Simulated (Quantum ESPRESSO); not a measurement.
# Cu (Fmmm) in Quantum ESPRESSO: further runs

The runs below take Cu through single point, with PBEsol, LDA.

Program: Quantum ESPRESSO 7.5. These are calculated values, not measurements. Logs are shortened: lines on timing, memory, paths and dates and some standing lists are left out, and cuts for length are marked.

### 1 Starting point

The structure is orthorhombic, space group Fmmm (No. 69). Conventional cell: a = 3.280 Å, b = 3.600 Å, c = 4.639 Å, α = 90.00°, β = 90.00°, γ = 90.00°. Cu (site symmetry mmm) has 4 Cu at 2.44 Å as nearest neighbours.

The cell was built by a generator and needn't be a form met in nature.

### 2 Single point, PBEsol

pw.in

```
&CONTROL
  calculation = 'scf'
  prefix = 'pwscf'
  outdir = './tmp'
  pseudo_dir = './pseudo'
  tprnfor = .true.
  tstress = .true.
  disk_io = 'nowf'
/
&SYSTEM
  ibrav = 0
  nat = 1
  ntyp = 1
  ecutwfc = 56
  ecutrho = 448
  nbnd = 16
  occupations = 'smearing'
  smearing = 'mp'
  degauss = 0.00734986
/
&ELECTRONS
  conv_thr = 2d-10
  electron_maxstep = 120
  mixing_beta = 0.5
/
ATOMIC_SPECIES
Cu    63.5460 cu_pbesol_v1.2.uspp.F.UPF
CELL_PARAMETERS angstrom
   1.6400000000    2.3193102423    0.0000000000
  -1.6400000000    2.3193102423    0.0000000000
   0.0000000000    2.3193102423    1.8000000000
ATOMIC_POSITIONS crystal
Cu     0.0000000000    0.0000000000    0.0000000000
K_POINTS automatic
16 16 16 0 0 0
```

Potentials or basis: GBRV 1.5 PBEsol.

Command:

```console
$ OMP_NUM_THREADS=1 pw.x -in pw.in > pw.out
```

pw.out:

```text
This program is part of the open-source Quantum ESPRESSO suite
     for quantum simulation of materials; please cite
[... 9 lines left out ...]
     --------------------
     sticks:   dense  smooth     PW     G-vecs:    dense   smooth      PW
     Sum         969     483    181                14807     5247    1255

     Using Slab Decomposition

     bravais-lattice index     =            0
     lattice parameter (alat)  =       5.3679  a.u.
     unit-cell volume          =      92.4063 (a.u.)^3
     number of atoms/cell      =            1
     number of atomic types    =            1
     number of electrons       =        19.00
     number of Kohn-Sham states=           16
     kinetic-energy cutoff     =      56.0000  Ry
     charge density cutoff     =     448.0000  Ry
     scf convergence threshold =      2.0E-10
     mixing beta               =       0.5000
     number of iterations used =            8  plain     mixing
     Exchange-correlation= SLA  PW   PSX  PSC
                           (   1   4  10   8   0   0   0)

     celldm(1)=   5.367887  celldm(2)=   0.000000  celldm(3)=   0.000000
     celldm(4)=   0.000000  celldm(5)=   0.000000  celldm(6)=   0.000000

     crystal axes: (cart. coord. in units of alat)
               a(1) = (   0.577350   0.816497   0.000000 )
               a(2) = (  -0.577350   0.816497   0.000000 )
               a(3) = (   0.000000   0.816497   0.633677 )

     reciprocal axes: (cart. coord. in units 2 pi/alat)
               b(1) = (  0.866025  0.612372 -0.789045 )
               b(2) = ( -0.866025  0.612372 -0.789045 )
               b(3) = (  0.000000 -0.000000  1.578091 )

     PseudoPot. # 1 for Cu read from file:
     cu_pbesol_v1.2.uspp.F.UPF
     Pseudo is Ultrasoft + core correction, Zval = 19.0
     Generated by new atomic code, or converted to UPF format
     Using radial grid of  867 points,  6 beta functions with:
                l(1) =   0
                l(2) =   0
                l(3) =   1
                l(4) =   1
                l(5) =   2
                l(6) =   2
     Q(r) pseudized with  8 coefficients,  rinner =    1.150   1.150   1.150
                                                       1.150   1.150

     atomic species   valence    mass     pseudopotential
     Cu               19.00    63.54600     Cu( 1.00)

      8 Sym. Ops., with inversion, found

   Cartesian axes

     site n.     atom                  positions (alat units)
         1        Cu     tau(   1) = (   0.0000000   0.0000000   0.0000000  )

     number of k points=   621  Methfessel-Paxton smearing, width (Ry)=  0.0073

     Number of k-points >= 100: set verbosity='high' to print them.

     Dense  grid:    14807 G-vectors     FFT dimensions: (  40,  40,  40)

     Smooth grid:     5247 G-vectors     FFT dimensions: (  25,  25,  27)

     Check: negative core charge=   -0.000002

     Initial potential from superposition of free atoms

     starting charge      18.0000, renormalised to      19.0000
     Starting wfcs are   13 randomized atomic wfcs +    3 random wfcs

     Self-consistent Calculation

     iteration #  1     ecut=    56.00 Ry     beta= 0.50
     Davidson diagonalization with overlap
     ethr =  1.00E-02,  avg # of iterations =  6.1

     total energy              =    -400.25534031 Ry
     estimated scf accuracy    <       6.21271448 Ry

     iteration #  2     ecut=    56.00 Ry     beta= 0.50
     Davidson diagonalization with overlap
     ethr =  1.00E-02,  avg # of iterations =  3.0

     total energy              =    -402.93677319 Ry
     estimated scf accuracy    <       6.95079669 Ry

     iteration #  3     ecut=    56.00 Ry     beta= 0.50
     Davidson diagonalization with overlap
     ethr =  1.00E-02,  avg # of iterations =  2.0

     total energy              =    -403.50889206 Ry
     estimated scf accuracy    <       0.56733045 Ry

     iteration #  4     ecut=    56.00 Ry     beta= 0.50
     Davidson diagonalization with overlap
     ethr =  2.99E-03,  avg # of iterations =  1.0

     total energy              =    -403.52461984 Ry
     estimated scf accuracy    <       0.19380310 Ry

     iteration #  5     ecut=    56.00 Ry     beta= 0.50
     Davidson diagonalization with overlap
     ethr =  1.02E-03,  avg # of iterations =  1.1

     total energy              =    -403.44567535 Ry
     estimated scf accuracy    <       0.20466782 Ry

     iteration #  6     ecut=    56.00 Ry     beta= 0.50
     Davidson diagonalization with overlap
     ethr =  1.02E-03,  avg # of iterations =  2.0

     total energy              =    -403.49194537 Ry
     estimated scf accuracy    <       0.01400209 Ry

     iteration #  7     ecut=    56.00 Ry     beta= 0.50
     Davidson diagonalization with overlap
     ethr =  7.37E-05,  avg # of iterations =  1.8

     total energy              =    -403.49507412 Ry
     estimated scf accuracy    <       0.01066705 Ry

     iteration #  8     ecut=    56.00 Ry     beta= 0.50
     Davidson diagonalization with overlap
     ethr =  5.61E-05,  avg # of iterations =  1.1

     total energy              =    -403.48678178 Ry
     estimated scf accuracy    <       0.03425916 Ry

     iteration #  9     ecut=    56.00 Ry     beta= 0.50
     Davidson diagonalization with overlap
     ethr =  5.61E-05,  avg # of iterations =  1.8

     total energy              =    -403.49017553 Ry
     estimated scf accuracy    <       0.00089622 Ry

     iteration # 10     ecut=    56.00 Ry     beta= 0.50
     Davidson diagonalization with overlap
     ethr =  4.72E-06,  avg # of iterations =  1.8

     total energy              =    -403.49018129 Ry
     estimated scf accuracy    <       0.00072148 Ry

     iteration # 11     ecut=    56.00 Ry     beta= 0.50
     Davidson diagonalization with overlap
     ethr =  3.80E-06,  avg # of iterations =  1.0

     total energy              =    -403.49014729 Ry
     estimated scf accuracy    <       0.00054479 Ry

     iteration # 12     ecut=    56.00 Ry     beta= 0.50
     Davidson diagonalization with overlap
     ethr =  2.87E-06,  avg # of iterations =  1.0

     total energy              =    -403.49010641 Ry
     estimated scf accuracy    <       0.00034077 Ry

     iteration # 13     ecut=    56.00 Ry     beta= 0.50
     Davidson diagonalization with overlap
     ethr =  1.79E-06,  avg # of iterations =  1.0

     total energy              =    -403.49013097 Ry
     estimated scf accuracy    <       0.00010198 Ry

     iteration # 14     ecut=    56.00 Ry     beta= 0.50
     Davidson diagonalization with overlap
     ethr =  5.37E-07,  avg # of iterations =  1.0

     total energy              =    -403.49006574 Ry
     estimated scf accuracy    <       0.00022902 Ry

     iteration # 15     ecut=    56.00 Ry     beta= 0.50
     Davidson diagonalization with overlap
     ethr =  5.37E-07,  avg # of iterations =  2.0

     total energy              =    -403.49010067 Ry
     estimated scf accuracy    <       0.00000032 Ry

     iteration # 16     ecut=    56.00 Ry     beta= 0.50
     Davidson diagonalization with overlap
     ethr =  1.70E-09,  avg # of iterations =  3.2

     total energy              =    -403.49009947 Ry
     estimated scf accuracy    <       0.00000956 Ry

     iteration # 17     ecut=    56.00 Ry     beta= 0.50
     Davidson diagonalization with overlap
     ethr =  1.70E-09,  avg # of iterations =  3.0

     total energy              =    -403.49010040 Ry
     estimated scf accuracy    <       0.00000024 Ry

     iteration # 18     ecut=    56.00 Ry     beta= 0.50
     Davidson diagonalization with overlap
     ethr =  1.24E-09,  avg # of iterations =  1.0

     total energy              =    -403.49010044 Ry
     estimated scf accuracy    <       0.00000003 Ry

     iteration # 19     ecut=    56.00 Ry     beta= 0.50
     Davidson diagonalization with overlap
     ethr =  1.32E-10,  avg # of iterations =  1.5

     total energy              =    -403.49010043 Ry
     estimated scf accuracy    <       0.00000003 Ry

     iteration # 20     ecut=    56.00 Ry     beta= 0.50
     Davidson diagonalization with overlap
     ethr =  1.32E-10,  avg # of iterations =  1.0

     total energy              =    -403.49010043 Ry
     estimated scf accuracy    <          9.9E-09 Ry

     iteration # 21     ecut=    56.00 Ry     beta= 0.50
     Davidson diagonalization with overlap
     ethr =  5.22E-11,  avg # of iterations =  2.0

     End of self-consistent calculation

     Number of k-points >= 100: set verbosity='high' to print the bands.

     the Fermi energy is    13.0407 ev

!    total energy              =    -403.49010043 Ry
     estimated scf accuracy    <          1.7E-10 Ry
     smearing contrib. (-TS)   =      -0.00000508 Ry
     internal energy E=F+TS    =    -403.49009535 Ry

     The total energy is F=E-TS. E is the sum of the following terms:
     one-electron contribution =    -290.08326221 Ry
     hartree contribution      =     154.51935638 Ry
     xc contribution           =     -38.34024061 Ry
     ewald contribution        =    -229.58594890 Ry

     convergence has been achieved in  21 iterations

     Forces acting on atoms (cartesian axes, Ry/au):

     atom    1 type  1   force =     0.00000000    0.00000000    0.00000000

     Total force =     0.000000     Total SCF correction =     0.000000

     Computing stress (Cartesian axis) and pressure

          total   stress  (Ry/bohr**3)                   (kbar)     P=     -152.30
  -0.00073762  -0.00000000   0.00000000         -108.51       -0.00        0.00
  -0.00000000  -0.00194427  -0.00000000           -0.00     -286.01       -0.00
   0.00000000   0.00000000  -0.00042402            0.00        0.00      -62.37

=------------------------------------------------------------------------------=
   JOB DONE.
=------------------------------------------------------------------------------=
```

It took 5.3 min on 1 thread of AMD EPYC, shared host; peak memory 0.18 GiB.

What came out:

```
Free energy            : -5489.7625 eV
Pressure               : -15.2 GPa
Band gap on the k mesh : none (metal or under the smearing width)
```

Caveat: so large a pressure means that the cell lies far from this level's equilibrium, or that cutoff or potentials fall short.

[end of part 1 of 2]
